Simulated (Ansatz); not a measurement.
# P: the cost of one run

Method: DFT PBEsol, scalar-relativistic, plane waves, PAW, in Ansatz 0.2.0.

### Step 1. The starting structure

Symmetry: Imma, No. 74, orthorhombic system. Conventional cell: a = 3.383 Å, b = 5.030 Å, c = 3.718 Å, α = 90.00°, β = 90.00°, γ = 90.00°. Around P (site symmetry mm2) lie 4 P at 2.24 to 2.55 Å.

Structure file:

```
P
1.0
    -1.69151    2.51517    1.85894
     1.69151   -2.51517    1.85894
     1.69151    2.51517   -1.85894
P
2
Direct
  0.80331 0.05331 0.75000
  0.19669 0.94669 0.25000
```

It goes back to an entry of the Materials Project, which need not be the stable form.

The cell is taken as given, not relaxed at this level.

### Step 2. The reference cell

Reference values: F = -1480.1117 eV; pressure -0.78 GPa; largest force 0.415 eV/Å; gap on the mesh none (metal). It was computed beforehand with the settings of the runs below.

### Step 3. The scan: an axial (c/a) deformation path

At fixed volume and fractional coordinates, lengths along (0.000, 0.000, 1.000) are scaled against those across it; ρ is that ratio over its starting value.

### Step 4. ρ = 0.850

The input, input.yaml:

```yaml
crystal:
  lattice:
    - [-1.7856716574, 2.6551772123, 1.6680623855]
    - [1.7856716574, -2.6551772123, 1.6680623855]
    - [1.7856716574, 2.6551772123, -1.6680623855]
  atoms:
    - { symbol: P, position: [0.80330911, 0.05330911, 0.75] }
    - { symbol: P, position: [0.19669089, 0.94669089, 0.25] }
basis:
  ecutwfc: 420
kpoints:
  mp_grid: { grid: [20, 20, 20] }
hamiltonian:
  xc: pbesol
scf:
  occupations: { method: gaussian, width: 0.15 }
output:
  forces: true
  stress: true
  eigenvalues: true
```

Started as:

```bash
> ansatz run input.yaml --threads 1 --pin off --max-ram 2560MiB --backend cpu --events-out ev --progress --plain --runs-dir out
```

What time and memory should one allow on 1 thread of Intel Xeon at 2.70GHz, shared host?

About 17 s, with a peak of 0.63 GiB.
